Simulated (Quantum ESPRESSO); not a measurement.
## SiC4: zone-centre phonons under several settings

```
Si C
1.0
    -2.18822    2.18822    2.18822
     2.18822   -2.18822    2.18822
     2.18822    2.18822   -2.18822
Si C
1 4
Direct
  0.00000 0.00000 0.00000
  0.00000 0.00000 0.50000
  0.00000 0.50000 0.00000
  0.50000 0.00000 0.00000
  0.50000 0.50000 0.50000
```

The cell was built by a generator and needn't be a form met in nature.

All runs used Quantum ESPRESSO 7.5; k mesh 6 × 6 × 6; given cell, atoms relaxed; no spin polarisation; occupations cold, width 0.2 eV.

| level | potentials | cutoff (eV) | pressure (GPa) | lowest optical mode without the field (cm⁻¹) | highest optical mode without the field (cm⁻¹) |
| --- | --- | --- | --- | --- | --- |
| PBE | GBRV 1.5 PBE | 612 | 0.9 | 566i | 866 |
| PBE | JTH 2.0 PBE | 707 | ? | ? | ? |
| PBE | SSSP 1.3 efficiency PBE | 748 | 1.4 | 566i | 869 |
| PBE | Ansatz NC SR PBE | 1116 | 1.3 | 563i | 869 |

Task: What stands in the row left open?

Result: Pressure 0.6 GPa; lowest optical mode without the field 564i cm⁻¹; highest optical mode without the field 862 cm⁻¹.

Values marked i are imaginary: the cell is unstable against those modes at that level, or the meshes are too thin.

Caveats: the mesh is thin for the phonons of a metal; some modes are imaginary; before the sum rule the acoustic modes lie tens of cm⁻¹ from zero, a sign that the density grid also shifts the optical modes (some runs).

For the row left open. Caveat: the k mesh is coarse; the mesh is thin for the phonons of a metal; some modes are imaginary; before the sum rule the acoustic modes lie tens of cm⁻¹ from zero, a sign that the density grid also shifts the optical modes.
